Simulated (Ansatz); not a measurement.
Run this with the Python package of Ansatz (0.2.0) and show what comes out.

Contents of `sb3au.xyz`:
```text
4
Lattice="3.063195 0.0 0.0 0.0 3.063195 0.0 0.0 0.0 11.815135" Properties=species:S:1:pos:R:3 pbc="T T T"
Sb    0.00000000    0.00000000    2.73190733
Sb    0.00000000    0.00000000    5.90756750
Sb    0.00000000    0.00000000    9.08322767
Au    0.00000000    0.00000000    0.00000000
```

`edit_sb3au.py`:
```python
"""Keys set on an Input object, for Sb3Au."""

import warnings

import ansatz

params = {
    "kmesh": (7, 7, 2),
    "xc": "lda",
    "occupations": "Marzari-Vanderbilt",
    "smearing_width": 0.15,
}


def main() -> None:
    warnings.simplefilter("ignore", ansatz.DeckWarning)

    cell = ansatz.Crystal.from_extxyz("sb3au.xyz")

    model = (
        cell.calculation()
        .kpoints(*params["kmesh"])
        .functional(params["xc"])
        .occupations(params["occupations"], width=params["smearing_width"])
        .band_table()
    )
    typed = model.input()
    rows = []
    for value in [2, 5, 10]:
        edited = typed.set(ansatz.key.scf.mixing.ndim, value)
        r = ansatz.Session.from_dict(edited).plan().execute().report
        rows.append((value, r["free_energy_ev"], r["n_iterations"], len(r["eigenvalues_ev"][0]) if "eigenvalues_ev" in r else 0))
    print("       history            F eV      iterations    bands listed")
    for row in rows:
        print(f"{str(row[0]):>14s}  {row[1]:14.5f}  {row[2]:14d}  {row[3]:14d}")
    print(edited.to_yaml())


if __name__ == "__main__":
    main()
```

Running `python edit_sb3au.py` prints:
```text
       history            F eV      iterations    bands listed
             2    -31871.98398              11              39
             5    -31871.98398               8              39
            10    -31871.98398               8              39
crystal:
  lattice:
    - [3.063195, 0.0, 0.0]
    - [0.0, 3.063195, 0.0]
    - [0.0, 0.0, 11.815135]
  atoms:
    - { symbol: Sb, position: [0.0, 0.0, 0.23122100001396514] }
    - { symbol: Sb, position: [0.0, 0.0, 0.5] }
    - { symbol: Sb, position: [0.0, 0.0, 0.7687789999860348] }
    - { symbol: Au, position: [0.0, 0.0, 0.0] }
kpoints:
  mp_grid:
    grid: [7, 7, 2]
hamiltonian:
  xc: lda
scf:
  occupations:
    method: cold
    width: 0.15
  mixing:
    ndim: 10
output:
  eigenvalues: true
```

Caveats:
- Total energies depend on the potentials; only differences at equal settings carry meaning. A total without «per atom» is that of the whole cell that was run.
- The mesh is modest for a metal, so energies can be off by several to tens of meV an atom and pressures by half a GPa or more; differences at equal mesh fare better.
- Spin-orbit coupling, which matters for elements this heavy, is left out.
- The structure comes from a database of computed cells and needn't be a stable or known phase.
- The whole script took 13 s on 1 thread of Arm Neoverse V2, on a shared host, peak memory 0.44 GiB.
